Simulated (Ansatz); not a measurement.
# TiRe: the cost of one run

Program: Ansatz 0.2.0. Level of theory: DFT PBEsol, scalar-relativistic. These are calculated values, not measurements.

## (1) Starting point

Symmetry: Pm-3m, No. 221, cubic system. Conventional cell: a = 3.118 Å, b = 3.118 Å, c = 3.118 Å, α = 90.00°, β = 90.00°, γ = 90.00°. Around Ti (site symmetry m-3m) lie 8 Re at 2.70 Å. Re (site symmetry m-3m) has 8 Ti at 2.70 Å as nearest neighbours.

Coordinates:

```xyz
2
Lattice="3.1180 0.0000 0.0000 0.0000 3.1180 0.0000 0.0000 0.0000 3.1180" Properties=species:S:1:pos:R:3 pbc="T T T"
Ti    1.5590    1.5590    1.5590
Re    0.0000    0.0000    0.0000
```

Atoms are numbered in the order of the input: Ti1, Re2.

## (2) Volume × 0.94, LAPW

input.yaml reads:

```yaml
crystal:
  lattice:
    - [3.054349487, 0.0, 0.0]
    - [0.0, 3.054349487, 0.0]
    - [0.0, 0.0, 3.054349487]
  atoms:
    - { symbol: Ti, position: [0.5, 0.5, 0.5] }
    - { symbol: Re, position: [0.0, 0.0, 0.0] }
kpoints:
  mp_grid: { grid: [13, 13, 13] }
  band_path:
    path:
      - [0.0, 0.0, 0.0]
      - [0.0, 0.5, 0.0]
      - [0.5, 0.5, 0.0]
      - [0.0, 0.0, 0.0]
      - [0.5, 0.5, 0.5]
      - [0.0, 0.5, 0.0]
      - [0.5, 0.5, 0.5]
      - [0.5, 0.5, 0.0]
    npoints: 5
scf:
  occupations: { method: fermi_dirac, width: 0.05 }
hamiltonian:
  xc: pbesol
  pseudopotentials: { kind: all_electron, lapw: { basis_error: 0.001 } }
output:
  forces: true
  stress: true
  eigenvalues: true
```

Run with:

```sh
> ansatz run input.yaml --threads 1 --pin off --max-ram 3072MiB --backend cpu --events-out ev --progress --plain --runs-dir out
```

Q: Estimate wall time and peak memory on 1 thread of Arm Neoverse V1, shared host.

About 33 s, with a peak of 0.45 GiB.
